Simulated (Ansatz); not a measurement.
# BCl3H4Si: the cost of one run

Method: UKS PBE/def2-SVP, in Ansatz 0.2.0.

## Step 1: The starting structure

Bond lengths: B1–Cl2 2.175 Å, B1–Cl3 1.769 Å, B1–Cl4 1.769 Å, B1–Si6 2.273 Å, Si6–H7 1.644 Å, Si6–H8 1.459 Å, Si6–H9 1.458 Å. Angles: Cl2–B1–Cl3 105.8°, Cl2–B1–Cl4 105.8°, Cl2–B1–Si6 90.0°, Cl3–B1–Cl4 117.0°, Cl3–B1–Si6 115.7°, Cl4–B1–Si6 117.3°, B1–Si6–H7 106.4°, B1–Si6–H8 122.8°, B1–Si6–H9 117.5°, H7–Si6–H8 98.9°, H7–Si6–H9 98.9°, H8–Si6–H9 107.8°.

Coordinates:

```xyz
9

B    -0.7257   -0.9956    0.4279
Cl   -1.9244    0.1788   -0.9564
Cl   -0.5822   -2.6006   -0.3031
Cl   -1.5536   -0.8945    1.9874
H    -0.4448    1.1129   -0.8338
Si    1.0332    0.4032    0.0890
H     0.4402    1.7078   -0.7162
H     1.7100    1.0996    1.1774
H     2.0474   -0.0118   -0.8722
```

## Step 2: A restrained relaxation towards end A

Springs on the bonds that form and break draw the guess towards this end; the thresholds are loose.

input.yaml reads:

```yaml
crystal:
  periodic: [false, false, false]
  atoms:
    - { symbol: B, position_ang: [-0.7257, -0.9956, 0.4279] }
    - { symbol: Cl, position_ang: [-1.9244, 0.1788, -0.9564] }
    - { symbol: Cl, position_ang: [-0.5822, -2.6006, -0.3031] }
    - { symbol: Cl, position_ang: [-1.5536, -0.8945, 1.9874] }
    - { symbol: H, position_ang: [-0.4448, 1.1129, -0.8338] }
    - { symbol: Si, position_ang: [1.0332, 0.4032, 0.089] }
    - { symbol: H, position_ang: [0.4402, 1.7078, -0.7162] }
    - { symbol: H, position_ang: [1.71, 1.0996, 1.1774] }
    - { symbol: H, position_ang: [2.0474, -0.0118, -0.8722] }
magnetization:
  spin_polarized: true
basis:
  gaussian: { orbitals: def2-SVP }
hamiltonian:
  xc: pbe
relax:
  f_tol: 0.15
  max_steps: 25
  restrain:
    - { distance: [0, 5], at: 3.25, k: 30.0 }
    - { distance: [4, 1], at: 2.63, k: 30.0 }
    - { distance: [0, 1], at: 1.86, k: 30.0 }
    - { distance: [4, 5], at: 1.42, k: 30.0 }
```

Command:

```sh
> ansatz run input.yaml --threads 4 --pin off --max-ram 5120MiB --backend cpu --events-out ev --progress --plain --runs-dir out
```

**Question.** How long does this run take on 4 threads of Arm Neoverse N1, shared host, and how much memory does it need?

About 46 s, with a peak of 0.19 GiB.
